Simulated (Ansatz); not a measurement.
# ClF2HHfO: the cost of one run

Method: RKS B3LYP-D4/def2-SVP, in Ansatz 0.2.0.

## (1) The starting structure

Bond lengths: Hf1–Cl2 2.520 Å, Hf1–F3 1.980 Å, Hf1–O4 2.069 Å, O4–H5 1.010 Å, Hf1–F6 1.979 Å. Angles: Cl2–Hf1–F3 109.4°, Cl2–Hf1–O4 109.5°, Cl2–Hf1–F6 109.5°, F3–Hf1–O4 109.5°, F3–Hf1–F6 109.5°, O4–Hf1–F6 109.5°, Hf1–O4–H5 109.5°.

Coordinates:

```xyz
6

Hf    0.0000    0.0000    0.0000
Cl    0.0000    0.0000    2.5200
F     1.8671    0.0000   -0.6593
O    -0.9750    1.6891   -0.6893
H    -1.9328    1.4584   -0.9117
F    -0.9326   -1.6157   -0.6593
```

## (2) Preparing the start

The input, input.yaml:

```yaml
crystal:
  periodic: [false, false, false]
  atoms:
    - { symbol: Hf, position_ang: [0.0, 0.0, 0.0] }
    - { symbol: Cl, position_ang: [0.0, 0.0, 2.52] }
    - { symbol: F, position_ang: [1.8671, 0.0, -0.6593] }
    - { symbol: O, position_ang: [-0.975, 1.6891, -0.6893] }
    - { symbol: H, position_ang: [-1.9328, 1.4584, -0.9117] }
    - { symbol: F, position_ang: [-0.9326, -1.6157, -0.6593] }
basis:
  gaussian: { orbitals: def2-SVP }
hamiltonian:
  xc: b3lyp
  dispersion: d4
relax:
  f_tol: 0.02
  max_steps: 40
```

Run with:

```console
> ansatz run input.yaml --threads 2 --pin off --max-ram 3072MiB --backend cpu --events-out ev --progress --plain --runs-dir out
```

Q: Estimate wall time and peak memory on 2 threads of Arm Neoverse V2, shared host.

About 22 s, with a peak of 0.21 GiB.
